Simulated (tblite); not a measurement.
# CH9B2BrP2: the cost of one run

The runs use tblite 0.8.0 and PySCF 2.14.0, with density-fitted response routines of our own; the level of theory stands in each step. All values are computed, except where a source is named. Atoms count from 0, in the outputs and in this text.

**1. The molecule as given**

15 atoms, charge 0, multiplicity 1; geometry from: force field or distance geometry start.

Bonds of the start (Å): Br0–C1 1.93, C1–B2 1.58, B2–P3 1.90, P3–B4 1.89, B4–P5 1.90, P5–B2 1.92, C1–H6 1.13, C1–H7 1.11, B2–H8 1.18, P3–H9 1.42, P3–H10 1.40, B4–H11 1.20, B4–H12 1.18, P5–H13 1.39, P5–H14 1.41.

**2. Geometry optimisation with GFN2-xTB**

What the job is given:

```
{"job": {"kind": "relax", "xc": "GFN2-xTB", "basis": "xTB"}, "charge": 0, "multiplicity": 1}
Br     1.478500    -1.613700    -1.455700
C      1.833900    -0.048400    -0.390100
B      0.694500     0.275300     0.658300
P     -0.650600    -1.052000     0.824900
B     -1.446800    -0.280500    -0.701000
P     -0.730400     1.354500    -0.046100
H      2.771900    -0.201800     0.216100
H      1.950900     0.849900    -1.033200
H      1.161400     0.670800     1.666200
H     -1.448700    -0.763900     1.964000
H     -0.229100    -2.375500     0.695500
H     -2.647300    -0.316600    -0.715300
H     -0.988100    -0.631900    -1.735400
H     -0.295800     2.260700    -1.010200
H     -1.458800     1.881100     1.039900
```

Command:

```bash
> OMP_NUM_THREADS=1 python probes_run.py task.json out
```

One launch serves the whole session: the jobs run in the order shown.

Q: Estimate the wall time of this first job on 1 thread of Arm Neoverse V1, shared host.

About 1.1 s.
